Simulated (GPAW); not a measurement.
A calculation with GPAW 26.7.0 of Ga3Se (native input, structure from a POSCAR):

run.py

```python
from ase.io import read
from gpaw import PW
from gpaw.dft import DFT

atoms = read('POSCAR')

dft = DFT(atoms,
          mode=PW(600),
          xc='PBE',
          kpts={'size': (6, 6, 6), 'gamma': True},
          occupations={'name': 'fermi-dirac', 'width': 0.05},
          nbands=18,
          convergence={'density': 1e-05, 'energy': 1e-05},
          maxiter=150,
          txt='gpaw.txt')
print(f'Energy: {dft.calculate_energy():.6f} eV')
print('Forces (eV/A):')
print(dft.calculate_forces().round(4))
print('Stress (eV/A^3):', dft.calculate_stress().round(6))
dft.write_gpw_file('gs.gpw')
```

Contents of POSCAR:

```
Ga3Se
1.0
    4.4324650000      0.0000000000      0.0000000000
    0.0000000000      4.4324650000      0.0000000000
    0.0000000000      0.0000000000      4.4324650000
Se Ga
1 3
Direct
    0.0000000000      0.0000000000      0.0000000000
    0.5000000000      0.5000000000      0.0000000000
    0.5000000000      0.0000000000      0.5000000000
    0.0000000000      0.5000000000      0.5000000000
```

Potentials or basis: GPAW PAW data sets (gpaw-data 1.2.1), pw.

The run is started by

```console
$ OMP_NUM_THREADS=1 python run.py
```

The cell comes from a database or a generator and needn't be the stable form of this composition.

Q: Write the same calculation in another form: ASE script, structure typed inline.

A: As run:

run.py

```python
from ase import Atoms
from ase.dft.bandgap import bandgap
from ase.io import write
from ase.units import Bohr, GPa
from gpaw import GPAW, PW
from gpaw.elf import elf_from_dft_calculation

atoms = Atoms(['Se', 'Ga', 'Ga', 'Ga'],
              cell=[[4.432465, 0.0, 0.0],
                    [0.0, 4.432465, 0.0],
                    [0.0, 0.0, 4.432465]],
              scaled_positions=[[0.0, 0.0, 0.0],
                                [0.5, 0.5, 0.0],
                                [0.5, 0.0, 0.5],
                                [0.0, 0.5, 0.5]],
              pbc=True)

calc = GPAW(mode=PW(600),
            xc='PBE',
            kpts={'size': (6, 6, 6), 'gamma': True},
            occupations={'name': 'fermi-dirac', 'width': 0.05},
            nbands=18,
            convergence={'density': 1e-05, 'energy': 1e-05},
            maxiter=150,
            txt='gpaw.txt')
atoms.calc = calc
energy = atoms.get_potential_energy()
forces = atoms.get_forces()
stress = atoms.get_stress()
calc.write('gs.gpw')
write('result.traj', atoms)
print(f'Energy: {energy:.6f} eV')
print('Forces (eV/A):')
print(forces.round(4))
print('Stress (GPa):', (stress / GPa).round(3))
print('Fermi level:', round(calc.get_fermi_level(), 4), 'eV')
print(f'Gap: {bandgap(calc)[0]:.4f} eV, direct: {bandgap(calc, direct=True)[0]:.4f} eV')

# fields on the real-space grid
write('density.cube', atoms, data=calc.get_pseudo_density() * Bohr**3)
write('potential.cube', atoms, data=calc.get_electrostatic_potential())
write('elf.cube', atoms, data=elf_from_dft_calculation(calc).data)
```

Potentials or basis: GPAW PAW data sets (gpaw-data 1.2.1), pw.

Command:

```bash
$ OMP_NUM_THREADS=1 python run.py
```

Both were run:

|  | native input, structure from a POSCAR | ASE script, structure typed inline |
| --- | --- | --- |
| Pressure | -0.9 GPa | -0.9 GPa |
| Band gap on the k mesh | none (metal or under the smearing width) | none (metal or under the smearing width) |

Keys that steer only the numerical path or the files written may differ.
